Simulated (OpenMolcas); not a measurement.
# Xe³⁺: CASSCF terms and fine-structure levels

Wanted: the level scheme of Xe³⁺ from active-space wave functions.

Program: OpenMolcas 26.06. Level of theory: state-averaged CASSCF, spin-orbit coupling by RASSI with atomic mean-field integrals. These are calculated values, not measurements, unless marked.

4 further runs of the same task are left out: 4 set aside as unsound or not needed.

### Step 1. The system

| Item | Value |
| --- | --- |
| Species | Xe³⁺ (xenon, Z = 54, 51 electrons) |
| Basis | ANO-R2 [7s6p4d2f1g], 68 functions |
| Scalar Hamiltonian | X2C, finite nucleus |
| Inactive shells | 1s 2s 2p 3s 3p 3d 4s 4p 4d |
| Active space | 5 electrons in 8 orbitals (5s 5p 6s 6p) |
| Some configurations of this space | 5p5, 5s 5p4, 5s2 5p3 |
| Orbitals | optimised for each spin and parity, averaged over the low roots |

The outer shells:

5p5
```
5p [↑↓][↑↓][↑ ]
```

5s 5p4
```
5s [↑ ]
5p [↑↓][↑ ][↑ ]
```

5s2 5p3
```
5s [↑↓]
5p [↑ ][↑ ][↑ ]
```

Each step is its own input file, run in one work folder so that later steps find the files of earlier ones. Labels, J, g values, rates, χT and fits are worked out afterwards by a script from the matrices that RASSI stores.

### Step 2. One- and two-electron integrals

Input file a.inp:

```
&GATEWAY
Coord
1

Xe 0.0 0.0 0.0
Basis=ANO-R2
Group=XYZ
NoMove
AngMom=0.0 0.0 0.0
AMFI
&SEWARD
```

### Step 3. Start orbitals from a smaller active space

Input file a.inp:

```
&RASSCF
FileOrb=start.orb
Symmetry=2
Spin=4
nActEl=5 0 0
Inactive=14 9
Ras2=1 3
CIRoot=1 1 1
SDav=1
CIMx=300
Iter=120 100
PrWF=0.3
OrbListing=Nothing
MaxOrb=0
Atom
>>> COPY $Project.JobIph JOBPRE
```

### Step 4. CASSCF: quartets of odd parity, 1 root

Input file a.inp:

```
&RASSCF
FileOrb=start.orb
Symmetry=2
Spin=4
nActEl=5 0 0
Inactive=14 9
Ras2=2 6
CIRoot=1 1 1
SDav=234
CIMx=300
Iter=120 100
PrWF=0.3
OrbListing=Nothing
MaxOrb=0
Atom
>>> COPY $Project.JobIph JOB001
```

### Step 5. CASSCF: doublets of odd parity, 11 roots

Input file a.inp:

```
&RASSCF
FileOrb=start.orb
Symmetry=2
Spin=2
nActEl=5 0 0
Inactive=14 9
Ras2=2 6
CIRoot=11 11 1
SDav=516
CIMx=300
Iter=120 100
PrWF=0.3
OrbListing=Nothing
MaxOrb=0
Atom
>>> COPY $Project.JobIph JOB002
```

### Step 6. CASSCF: quartets of even parity, 3 roots

Input file a.inp:

```
&RASSCF
FileOrb=start.orb
Symmetry=1
Spin=4
nActEl=5 0 0
Inactive=14 9
Ras2=2 6
CIRoot=3 3 1
SDav=270
CIMx=300
Iter=120 100
PrWF=0.3
OrbListing=Nothing
MaxOrb=0
Atom
>>> COPY $Project.JobIph JOB003
```

### Step 7. CASSCF: doublets of even parity, 9 roots

Input file a.inp:

```
&RASSCF
FileOrb=start.orb
Symmetry=1
Spin=2
nActEl=5 0 0
Inactive=14 9
Ras2=2 6
CIRoot=9 9 1
SDav=492
CIMx=300
Iter=120 100
PrWF=0.3
OrbListing=Nothing
MaxOrb=0
Atom
>>> COPY $Project.JobIph JOB004
```

### Step 8. RASSI: spin-orbit coupling between the states

Input file a.inp:

```
&RASSI
NrOfJobIphs=4 1 11 3 9
1
1 2 3 4 5 6 7 8 9 10 11
1 2 3
1 2 3 4 5 6 7 8 9
IphNames
JOB001
JOB002
JOB003
JOB004
EJob
SpinOrbit
DIPRint=1.0
SOCoupling=1000.0
Subsets=2
MEES
Property=10
'ANGMOM' 1 'ANGMOM' 2 'ANGMOM' 3 'MLTPL  1' 1 'MLTPL  1' 2 'MLTPL  1' 3
'AMFI' 1 'AMFI' 2 'AMFI' 3 'MLTPL  2' 6
SOProperty=3
'ANGMOM' 1 'ANGMOM' 2 'ANGMOM' 3
```

(Steps that only read results are left out.)

What does the calculation give? Wanted: lowest level; first excited level; spin-orbit lowering of the lowest level; strongest of the lines computed, by gA, at CASSCF energies.

As calculated:

```
                                                  quantity                                                        value
                                                    method                                                       CASSCF
                                              lowest level                5s2 5p3 4S* 3/2, 91 % of that term, g = 1.935
                               ground level listed by NIST                                                       4S°3/2
                                       first excited level                                5s2 5p3 2D* 3/2 at 16859 cm-1
                   spin-orbit lowering of the lowest level                                                    2248 cm-1
strongest of the lines computed, by gA, at CASSCF energies  5s 5p4 4P 5/2 → 5s2 5p3 4S* 3/2, 96.42 nm, A = 2.39e+09 s⁻¹
```

**Reading.** The computed levels miss the measured ones by 2800 cm⁻¹ on average. Only the configurations of the active space and the roots asked for are present. Not all states of the active space went into the spin-orbit step. The levels of the extra active shells were not computed. No d shell is active. Levels of other configurations are missing from the list.
